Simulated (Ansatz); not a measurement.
# ZrAsRu: properties at the relaxed cell

The task here is to estimate one member of a computed series from the others.

Computed with Ansatz 0.2.0 (DFT PBEsol, scalar-relativistic, plane waves, PAW, unless a step's input says otherwise).

1 further run of the same task is left out (set aside as unsound or not needed).

## The starting structure

The structure is hexagonal, space group P-62m (No. 189). Conventional cell: a = 6.550 Å, b = 6.550 Å, c = 3.892 Å, α = 90.00°, β = 90.00°, γ = 120.00°. Zr (site symmetry m2m) has 5 As at 2.74 to 2.77 Å and 6 Ru at 2.95 to 3.07 Å in its first shell of neighbours. As (site symmetry -62m) is surrounded by 6 Ru at 2.52 Å and 3 Zr at 2.74 Å. As (site symmetry -6) is surrounded by 3 Ru at 2.53 Å and 6 Zr at 2.77 Å. Around Ru (site symmetry m2m) lie 4 As at 2.52 to 2.53 Å and 2 Ru at 2.76 Å.

Structure file:

```cif
data_structure
_symmetry_space_group_name_H-M 'P 1'
_symmetry_Int_Tables_number 1
_cell_length_a 6.5497
_cell_length_b 6.5497
_cell_length_c 3.8922
_cell_angle_alpha 90.000
_cell_angle_beta 90.000
_cell_angle_gamma 120.000
_cell_volume 144.60
loop_
_atom_site_label
_atom_site_type_symbol
_atom_site_fract_x
_atom_site_fract_y
_atom_site_fract_z
_atom_site_occupancy
Zr1 Zr 0.41777 0.41777 0.50000 1
Zr2 Zr 0.58223 0.00000 0.50000 1
Zr3 Zr 0.00000 0.58223 0.50000 1
As1 As 0.00000 0.00000 0.50000 1
As2 As 0.66667 0.33333 0.00000 1
As3 As 0.33333 0.66667 0.00000 1
Ru1 Ru 0.00000 0.24344 0.00000 1
Ru2 Ru 0.24344 0.00000 0.00000 1
Ru3 Ru 0.75656 0.75656 0.00000 1
```

It goes back to an entry of the Materials Project, which need not be the stable form.

It is the result of an earlier relaxation at this level (volume 16.07 Å³/atom; gap on the mesh: none (metal)).

Set-up of the first run:

input.yaml reads:

```yaml
crystal:
  lattice:
    - [6.549740889, 0.0, 0.0]
    - [-3.2748704445, 5.6722419981, 0.0]
    - [0.0, 0.0, 3.8921658525]
  atoms:
    - { symbol: Zr, position: [0.4177732599, 0.4177732599, 0.5] }
    - { symbol: Zr, position: [0.5822267401, 0.0, 0.5] }
    - { symbol: Zr, position: [0.0, 0.5822267401, 0.5] }
    - { symbol: As, position: [0.0, 0.0, 0.5] }
    - { symbol: As, position: [0.6666666667, 0.3333333333, 0.0] }
    - { symbol: As, position: [0.3333333333, 0.6666666667, 0.0] }
    - { symbol: Ru, position: [0.0, 0.2434400222, 0.0] }
    - { symbol: Ru, position: [0.2434400222, 0.0, 0.0] }
    - { symbol: Ru, position: [0.7565599778, 0.7565599778, 0.0] }
basis:
  ecutwfc: 420
kpoints:
  mp_grid: { grid: [6, 6, 10] }
  band_path:
    path:
      - [[0.0, 0.0, 0.0], [0.5, 0.0, 0.0], [0.33333333, 0.33333333, 0.0], [0.0, 0.0, 0.0], [0.0, 0.0, 0.5], [0.5, 0.0, 0.5], [0.33333333, 0.33333333, 0.5], [0.0, 0.0, 0.5]]
      - [[0.5, 0.0, 0.5], [0.5, 0.0, 0.0]]
      - [[0.33333333, 0.33333333, 0.5], [0.33333333, 0.33333333, 0.0]]
    npoints: 14
hamiltonian:
  xc: pbesol
scf:
  occupations: { method: gaussian, width: 0.1 }
  n_extra_bands: 22
output:
  forces: true
  stress: true
  eigenvalues: true
  populations: true
  dos: { projected: true, de: 0.02, nscf_kmesh: { grid: [9, 9, 15] } }
  bader: true
```

Started as:

```bash
$ ansatz run input.yaml --threads 2 --pin off --max-ram 5120MiB --backend cpu --events-out ev --progress --plain --runs-dir out
```

Steps of the session up to this table: Static run: bands, density of states and charges; Point at V/V0 = 0.97; Volume × 1.03; Volume × 0.94; The cell scaled to 1.06 of its volume.

One table of the session follows, with a row left open; its other results are not shown here.

It belongs to the step «Energy against volume». 

| volume (Å³/atom) | energy above the lowest point (meV/atom) | pressure (GPa) |
| --- | --- | --- |
| 15.103 | 41.7 | 14.70 |
| 15.585 | 9.8 | 6.74 |
| 16.067 | 0.0 | 0.00 |
| 16.549 | ? | ? |
| 17.031 | 33.5 | -10.51 |

Estimate the missing values for volume (Å³/atom) = 16.549.

Worked estimate for «energy above the lowest point (meV/atom)». A straight line through the neighbours (16.067, 0.0) and (17.031, 33.5) gives 0.0 + (33.5 − 0.0) × (16.549 − 16.067) / (17.031 − 16.067) = 16.8; a parabola fitted to 3 rows on both sides gives 7.9.

**Answer.** energy above the lowest point (meV/atom): 8.9; pressure (GPa): -5.70. In «energy above the lowest point (meV/atom)» the line misses by +7.9 and the parabola by -1.0.
